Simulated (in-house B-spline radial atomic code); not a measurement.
# Ta³⁺: excited configurations

How much energy does it take to promote electrons of Ta³⁺ to other shells? Each configuration is solved by itself and compared with the reference.

The numbers are computed with in-house B-spline radial atomic code version 1 (scalar-relativistic (spin-free one-electron X2C) CAM-B3LYP, spin-polarised, spherical density, exact exchange averaged over the configuration, Fermi nucleus, basis-set limit), except any that are marked as measured or tabulated.

## 1. The atom as given

| Quantity | Value |
| --- | --- |
| element | tantalum (Z = 73) |
| charge | +3 |
| electrons | 70 |
| configuration | [Xe] 4f14 5d2 |
| Hamiltonian | scalar-relativistic (X2C) |
| nucleus | Fermi, rms radius 5.351 fm |

Outer shells as boxes (Hund's rule):

[Xe] 4f14 5d2
```
[Xe] core
4f [↑↓][↑↓][↑↓][↑↓][↑↓][↑↓][↑↓]
5d [↑ ][↑ ][  ][  ][  ]
```

Where spins are not typed, each open shell is filled with up spins first.

## 2. Reference run

Input settings:

```ini
Z = 73
electrons = 70.0
configuration = [Xe] 4f14 5d2
hamiltonian = x2c
method = camb3lyp
spin_polarised = True
nucleus = fermi
rms_radius = 5.3507
mass_number = 181
atomic_mass = 180.947998528
speed_of_light = 137.035999084
exact_exchange = averaged over the configuration
```

The run is started by

```console
$ python run_scf.py task.json out
```

task.json lists these runs, among others, and the program works through them in turn.

Main fields of the result record, rounded:

```text
{
  "status": "converged",
  "scf [iteration, energy, orbital gradient]": [
    [1, -15603.6747003, 0.496],
    [2, -15604.5098314, 0.0512],
    [3, -15604.5404482, 0.0175],
    [4, -15604.544544, 0.00716],
    [5, -15604.5445616, 0.00631],
    [6, -15604.5451482, 0.00167],
    [7, -15604.5452232, 9.16e-05],
    [8, -15604.5452234, 2.32e-05],
    [9, -15604.5452234, 1.72e-06],
    [10, -15604.5452234, 4.91e-08]
  ],
  "energy [hartree]": {"total": -15604.5452234, "kinetic": 17525.1367656, "nuclear": -38865.2804318, "coulomb": 6056.33499509, "exact_exchange": -65.5448714282, "xc": -255.191680889},
  "orbitals [hartree, bohr; first row names the columns]": [
    ["name", "occ", "eps", "<r>", "<r^2>", "<1/r>", "r_max"],
    ["1s up", 1.0, -2473.1904, 0.017868, 0.00044695, 93.5, 0.01074],
    ["1s down", 1.0, -2473.1906, 0.017868, 0.00044695, 93.5, 0.01074],
    ["2s up", 1.0, -426.79871, 0.078159, 0.0072874, 21.811, 0.066684],
    ["2s down", 1.0, -426.79465, 0.078159, 0.0072874, 21.811, 0.066684],
    ["2p up", 3.0, -375.36057, 0.070015, 0.0060055, 18.389, 0.054184],
    ["2p down", 3.0, -375.35708, 0.070015, 0.0060054, 18.389, 0.054184],
    ["3s up", 1.0, -99.072525, 0.20424, 0.047834, 7.8509, 0.18877],
    ["3s down", 1.0, -99.071848, 0.20424, 0.047834, 7.8509, 0.18878],
    ["3p up", 3.0, -83.638912, 0.20408, 0.048394, 6.9374, 0.18626],
    ["3p down", 3.0, -83.638051, 0.20407, 0.048393, 6.9374, 0.18626],
    ["3d up", 5.0, -65.041929, 0.18558, 0.040385, 6.4695, 0.15186],
    ["3d down", 5.0, -65.039339, 0.18558, 0.040387, 6.4693, 0.15186],
    ["4s up", 1.0, -21.306873, 0.45894, 0.23802, 3.2488, 0.42944],
    ["4s down", 1.0, -21.303408, 0.45895, 0.23804, 3.2485, 0.42945],
    ["4p up", 3.0, -16.199703, 0.48694, 0.26999, 2.8789, 0.44928],
    ["4p down", 3.0, -16.196305, 0.48695, 0.26998, 2.8787, 0.44931],
    ["4d up", 5.0, -9.5017291, 0.52366, 0.31819, 2.534, 0.46206],
    ["4d down", 5.0, -9.4970157, 0.52357, 0.31802, 2.5341, 0.46212],
    ["5s up", 1.0, -3.9135536, 1.1042, 1.3703, 1.2257, 0.99232],
    ["5s down", 1.0, -3.8732485, 1.0993, 1.3582, 1.2325, 0.98952],
    ["5p up", 3.0, -2.6425468, 1.2825, 1.8614, 1.0226, 1.1236],
    ["5p down", 3.0, -2.5839293, 1.2759, 1.8432, 1.0297, 1.1185],
    ["4f up", 7.0, -2.1393796, 0.63684, 0.51395, 2.0046, 0.44194],
    ["4f down", 7.0, -2.1308695, 0.63303, 0.50608, 2.0113, 0.44174],
    ["5d up", 2.0, -1.2048653, 1.8377, 3.899, 0.69559, 1.5074]
  ],
  "sum_r [bohr^k]": {"-1": 550.2039, "1": 35.61992, "2": 34.89895}
}
```

Run time: 3.7 s. Hardware: 1 thread, shared host.

## 3. Run with [Xe] 4f13 5d2 6p1

The settings differ from step 2 so:

```diff
@@ -2,3 +2,3 @@
 electrons = 70.0
-configuration = [Xe] 4f14 5d2
+configuration = [Xe] 4f13 5d2 6p1
 hamiltonian = x2c
```

Main fields:

```text
{
  "status": "converged",
  "iterations": 10,
  "energy [hartree]": {"total": -15603.1786371, "kinetic": 17524.4291972, "nuclear": -38827.1174297, "coulomb": 6019.12537049, "exact_exchange": -65.0707540507, "xc": -254.545020979},
  "orbitals [hartree, bohr; first row names the columns]": [
    ["name", "occ", "eps", "<r>"],
    ["1s up", 1.0, -2473.7227, 0.017868],
    ["1s down", 1.0, -2473.7222, 0.017868],
    ["2s up", 1.0, -427.36756, 0.078162],
    ["2s down", 1.0, -427.36133, 0.078162],
    ["2p up", 3.0, -375.92484, 0.070018],
    ["2p down", 3.0, -375.91918, 0.070018],
    ["3s up", 1.0, -99.698877, 0.20427],
    ["3s down", 1.0, -99.672479, 0.20424],
    ["3p up", 3.0, -84.264815, 0.20411],
    ["3p down", 3.0, -84.237014, 0.20407],
    ["3d up", 5.0, -65.661841, 0.18563],
    ["3d down", 5.0, -65.635527, 0.18558],
    ["4s up", 1.0, -21.911604, 0.45819],
    ["4s down", 1.0, -21.856899, 0.45826],
    ["4p up", 3.0, -16.793346, 0.48574],
    ["4p down", 3.0, -16.738161, 0.48584],
    ["4d up", 5.0, -10.080516, 0.52103],
    ["4d down", 5.0, -10.019612, 0.52116],
    ["5s up", 1.0, -4.2748388, 1.0826],
    ["5s down", 1.0, -4.2087589, 1.0804],
    ["5p up", 3.0, -2.953917, 1.244],
    ["5p down", 3.0, -2.8744167, 1.2415],
    ["4f up", 7.0, -2.6832887, 0.6145],
    ["4f down", 6.0, -2.6318153, 0.61355],
    ["5d up", 2.0, -1.4148502, 1.7114],
    ["6p up", 1.0, -0.91431256, 3.0633]
  ],
  "sum_r [bohr^k]": {"-1": 549.6821, "1": 37.23157, "2": 42.45689},
  "energy_minus_base [hartree]": 1.36658635
}
```

Wall time 4.3 s (1 thread, shared host).

energy_minus_base is the energy less that of the reference run.

## 4. [Kr] 4d10 4f14 5s2 5p5 5d2 6s1

The settings differ from step 3 so:

```diff
@@ -2,3 +2,3 @@
 electrons = 70.0
-configuration = [Xe] 4f13 5d2 6p1
+configuration = [Kr] 4d10 4f14 5s2 5p5 5d2 6s1
 hamiltonian = x2c
```

Main fields:

```text
{
  "status": "converged",
  "iterations": 10,
  "energy [hartree]": {"total": -15603.0672257, "kinetic": 17523.6837489, "nuclear": -38846.2903915, "coulomb": 6039.81505902, "exact_exchange": -65.3211337797, "xc": -254.954508427},
  "orbitals [hartree, bohr; first row names the columns]": [
    ["name", "occ", "eps", "<r>"],
    ["1s up", 1.0, -2473.4577, 0.017868],
    ["1s down", 1.0, -2473.4519, 0.017868],
    ["2s up", 1.0, -427.05088, 0.078158],
    ["2s down", 1.0, -427.04288, 0.078158],
    ["2p up", 3.0, -375.61478, 0.070014],
    ["2p down", 3.0, -375.60609, 0.070014],
    ["3s up", 1.0, -99.313921, 0.20424],
    ["3s down", 1.0, -99.308953, 0.20424],
    ["3p up", 3.0, -83.880356, 0.20407],
    ["3p down", 3.0, -83.874749, 0.20407],
    ["3d up", 5.0, -65.283741, 0.18557],
    ["3d down", 5.0, -65.277398, 0.18558],
    ["4s up", 1.0, -21.551927, 0.45896],
    ["4s down", 1.0, -21.538743, 0.45899],
    ["4p up", 3.0, -16.444762, 0.48702],
    ["4p down", 3.0, -16.431587, 0.48706],
    ["4d up", 5.0, -9.7474978, 0.52379],
    ["4d down", 5.0, -9.7334061, 0.52331],
    ["4f up", 7.0, -2.3825041, 0.63354],
    ["4f down", 7.0, -2.3597951, 0.6274],
    ["5s up", 1.0, -4.148492, 1.0939],
    ["5s down", 1.0, -4.0345935, 1.0898],
    ["5p up", 3.0, -2.8542786, 1.2639],
    ["5p down", 2.0, -2.7450565, 1.2582],
    ["5d up", 2.0, -1.3567595, 1.7479],
    ["6s up", 1.0, -1.177393, 2.5917]
  ],
  "sum_r [bohr^k]": {"-1": 549.9459, "1": 36.58211, "2": 39.28514},
  "energy_minus_base [hartree]": 1.47799768
}
```

Wall time 4.1 s (1 thread, shared host).

## 5. Configuration [Kr] 4d10 4f14 5s2 5p5 5d3

The settings differ from step 4 so:

```diff
@@ -2,3 +2,3 @@
 electrons = 70.0
-configuration = [Kr] 4d10 4f14 5s2 5p5 5d2 6s1
+configuration = [Kr] 4d10 4f14 5s2 5p5 5d3
 hamiltonian = x2c
```

Main fields:

```text
{
  "status": "converged",
  "iterations": 10,
  "energy [hartree]": {"total": -15603.2031672, "kinetic": 17523.5107819, "nuclear": -38855.0315146, "coulomb": 6048.80630506, "exact_exchange": -65.3808084792, "xc": -255.107931088},
  "orbitals [hartree, bohr; first row names the columns]": [
    ["name", "occ", "eps", "<r>"],
    ["1s up", 1.0, -2473.329, 0.017868],
    ["1s down", 1.0, -2473.3249, 0.017868],
    ["2s up", 1.0, -426.91717, 0.078159],
    ["2s down", 1.0, -426.90828, 0.078158],
    ["2p up", 3.0, -375.48138, 0.070014],
    ["2p down", 3.0, -375.47169, 0.070014],
    ["3s up", 1.0, -99.182432, 0.20424],
    ["3s down", 1.0, -99.178381, 0.20424],
    ["3p up", 3.0, -83.749357, 0.20407],
    ["3p down", 3.0, -83.744109, 0.20407],
    ["3d up", 5.0, -65.152659, 0.18558],
    ["3d down", 5.0, -65.145678, 0.18558],
    ["4s up", 1.0, -21.420958, 0.45896],
    ["4s down", 1.0, -21.408399, 0.45899],
    ["4p up", 3.0, -16.314396, 0.48698],
    ["4p down", 3.0, -16.301142, 0.48705],
    ["4d up", 5.0, -9.6173159, 0.52373],
    ["4d down", 5.0, -9.6025721, 0.52326],
    ["4f up", 7.0, -2.2536409, 0.63573],
    ["4f down", 7.0, -2.2290195, 0.62813],
    ["5s up", 1.0, -4.0283113, 1.1],
    ["5s down", 1.0, -3.9036878, 1.0927],
    ["5p up", 3.0, -2.7507963, 1.2724],
    ["5p down", 2.0, -2.6214509, 1.2671],
    ["5d up", 3.0, -1.2713143, 1.783]
  ],
  "sum_r [bohr^k]": {"-1": 550.0639, "1": 35.91592, "2": 35.97351},
  "energy_minus_base [hartree]": 1.34205623
}
```

Wall time 3.6 s (1 thread, shared host).

## 6. Configuration [Xe] 4f13 5d3

The settings differ from step 5 so:

```diff
@@ -2,3 +2,3 @@
 electrons = 70.0
-configuration = [Kr] 4d10 4f14 5s2 5p5 5d3
+configuration = [Xe] 4f13 5d3
 hamiltonian = x2c
```

Main fields:

```text
{
  "status": "converged",
  "iterations": 10,
  "energy [hartree]": {"total": -15603.6086486, "kinetic": 17524.714654, "nuclear": -38840.3857925, "coulomb": 6032.04243757, "exact_exchange": -65.2285697509, "xc": -254.751377942},
  "orbitals [hartree, bohr; first row names the columns]": [
    ["name", "occ", "eps", "<r>"],
    ["1s up", 1.0, -2473.5381, 0.017868],
    ["1s down", 1.0, -2473.5384, 0.017868],
    ["2s up", 1.0, -427.17831, 0.078162],
    ["2s down", 1.0, -427.17051, 0.078162],
    ["2p up", 3.0, -375.73554, 0.070018],
    ["2p down", 3.0, -375.72886, 0.070018],
    ["3s up", 1.0, -99.511795, 0.20427],
    ["3s down", 1.0, -99.485509, 0.20424],
    ["3p up", 3.0, -84.077662, 0.20411],
    ["3p down", 3.0, -84.050029, 0.20407],
    ["3d up", 5.0, -65.474618, 0.18563],
    ["3d down", 5.0, -65.44747, 0.18558],
    ["4s up", 1.0, -21.725632, 0.45818],
    ["4s down", 1.0, -21.670262, 0.45826],
    ["4p up", 3.0, -16.607176, 0.48573],
    ["4p down", 3.0, -16.551482, 0.48583],
    ["4d up", 5.0, -9.8948336, 0.52101],
    ["4d down", 5.0, -9.8326828, 0.52114],
    ["5s up", 1.0, -4.103789, 1.0883],
    ["5s down", 1.0, -4.0241084, 1.0837],
    ["5p up", 3.0, -2.7998065, 1.2566],
    ["5p down", 3.0, -2.6980125, 1.251],
    ["4f up", 7.0, -2.4990359, 0.61642],
    ["4f down", 6.0, -2.4452951, 0.61428],
    ["5d up", 3.0, -1.2866598, 1.7579]
  ],
  "sum_r [bohr^k]": {"-1": 549.8637, "1": 36.11214, "2": 36.22509},
  "energy_minus_base [hartree]": 0.936574776
}
```

Run time: 3.6 s. Hardware: 1 thread, shared host.

## 7. Run with [Xe] 4f14 5d1 6d1

The settings differ from step 6 so:

```diff
@@ -2,3 +2,3 @@
 electrons = 70.0
-configuration = [Xe] 4f13 5d3
+configuration = [Xe] 4f14 5d1 6d1
 hamiltonian = x2c
```

Main fields:

```text
{
  "status": "converged",
  "iterations": 13,
  "energy [hartree]": {"total": -15603.8366954, "kinetic": 17524.5215789, "nuclear": -38846.4788015, "coulomb": 6038.5370911, "exact_exchange": -65.4536345468, "xc": -254.962929326},
  "orbitals [hartree, bohr; first row names the columns]": [
    ["name", "occ", "eps", "<r>"],
    ["1s up", 1.0, -2473.4495, 0.017868],
    ["1s down", 1.0, -2473.4496, 0.017868],
    ["2s up", 1.0, -427.05923, 0.078159],
    ["2s down", 1.0, -427.0565, 0.078159],
    ["2p up", 3.0, -375.62125, 0.070015],
    ["2p down", 3.0, -375.61888, 0.070014],
    ["3s up", 1.0, -99.329721, 0.20424],
    ["3s down", 1.0, -99.329155, 0.20424],
    ["3p up", 3.0, -83.89613, 0.20407],
    ["3p down", 3.0, -83.895434, 0.20407],
    ["3d up", 5.0, -65.299405, 0.18558],
    ["3d down", 5.0, -65.297582, 0.18558],
    ["4s up", 1.0, -21.563383, 0.45895],
    ["4s down", 1.0, -21.560889, 0.45896],
    ["4p up", 3.0, -16.456442, 0.48697],
    ["4p down", 3.0, -16.453987, 0.48697],
    ["4d up", 5.0, -9.7583855, 0.52368],
    ["4d down", 5.0, -9.7550501, 0.52362],
    ["5s up", 1.0, -4.1552019, 1.0981],
    ["5s down", 1.0, -4.1293645, 1.0956],
    ["5p up", 3.0, -2.8665437, 1.2669],
    ["5p down", 3.0, -2.8309654, 1.2648],
    ["4f up", 7.0, -2.3941183, 0.63397],
    ["4f down", 7.0, -2.3884484, 0.63185],
    ["5d up", 1.0, -1.1557921, 2.8833],
    ["6d up", 1.0, -0.79732842, 3.1793]
  ],
  "sum_r [bohr^k]": {"-1": 549.9465, "1": 37.88919, "2": 50.9743},
  "energy_minus_base [hartree]": 0.708527996
}
```

Run time: 5.5 s. Hardware: 1 thread, shared host.

## 8. [Kr] 4d9 4f14 5s2 5p6 5d2 5f1

The settings differ from step 7 so:

```diff
@@ -2,3 +2,3 @@
 electrons = 70.0
-configuration = [Xe] 4f14 5d1 6d1
+configuration = [Kr] 4d9 4f14 5s2 5p6 5d2 5f1
 hamiltonian = x2c
```

Main fields:

```text
{
  "status": "converged",
  "iterations": 10,
  "energy [hartree]": {"total": -15595.3790232, "kinetic": 17516.2937159, "nuclear": -38801.2142885, "coulomb": 6008.6683903, "exact_exchange": -64.8790501004, "xc": -254.247790766},
  "orbitals [hartree, bohr; first row names the columns]": [
    ["name", "occ", "eps", "<r>"],
    ["1s up", 1.0, -2474.0825, 0.017868],
    ["1s down", 1.0, -2474.082, 0.017868],
    ["2s up", 1.0, -427.69734, 0.078155],
    ["2s down", 1.0, -427.66116, 0.078153],
    ["2p up", 3.0, -376.26303, 0.07001],
    ["2p down", 3.0, -376.23131, 0.070007],
    ["3s up", 1.0, -99.84961, 0.20421],
    ["3s down", 1.0, -99.833212, 0.20419],
    ["3p up", 3.0, -84.418435, 0.20403],
    ["3p down", 3.0, -84.399871, 0.204],
    ["3d up", 5.0, -65.841634, 0.18549],
    ["3d down", 5.0, -65.808945, 0.18554],
    ["4s up", 1.0, -22.036329, 0.45798],
    ["4s down", 1.0, -21.952856, 0.45809],
    ["4p up", 3.0, -16.916316, 0.48538],
    ["4p down", 3.0, -16.827042, 0.48562],
    ["4d up", 5.0, -10.201085, 0.52022],
    ["4d down", 4.0, -10.133779, 0.52062],
    ["4f up", 7.0, -2.7830747, 0.61123],
    ["4f down", 7.0, -2.7185037, 0.61145],
    ["5s up", 1.0, -4.3393348, 1.0806],
    ["5s down", 1.0, -4.2807753, 1.0777],
    ["5p up", 3.0, -3.0136875, 1.2405],
    ["5p down", 3.0, -2.9399186, 1.237],
    ["5d up", 2.0, -1.4654737, 1.6926],
    ["5f up", 1.0, -0.51092703, 3.866]
  ],
  "sum_r [bohr^k]": {"-1": 549.3281, "1": 38.01321, "2": 48.84187},
  "energy_minus_base [hartree]": 9.16620018
}
```

It took 3.8 s on 1 thread, shared host.

## 9. All configurations in order

| net move | configuration | 2|M_S|+1 | energy above the reference (eV) | largest <r> (bohr) |
| --- | --- | --- | --- | --- |
| 5d → 6d | [Xe] 4f14 5d1 6d1 | 3 | 19.280 | 3.18 |
| 4f → 5d | [Xe] 4f13 5d3 | 5 | 25.485 | 1.76 |
| 5p → 5d | [Kr] 4d10 4f14 5s2 5p5 5d3 | 5 | 36.519 | 1.78 |
| 4f → 6p | [Xe] 4f13 5d2 6p1 | 5 | 37.187 | 3.06 |
| 5p → 6s | [Kr] 4d10 4f14 5s2 5p5 5d2 6s1 | 5 | 40.218 | 2.59 |
| 4d → 5f | [Kr] 4d9 4f14 5s2 5p6 5d2 5f1 | 5 | 249.43 | 3.87 |

What this shows: The energies run from 19.280 eV (5d → 6d) to 249.43 eV (4d → 5f). 1 of them lies more than 60 % above minus the reference's highest level (32.786 eV), in the range where a state can decay by emitting an electron. Two partly filled shells share a symmetry and can mix in the average, which may lower the energy, for: 5d → 6d. The reference has 2|M_S|+1 = 3; 5 of the configurations differ from it in spin. These are spherical averages at the typed spins, not spectroscopic levels.
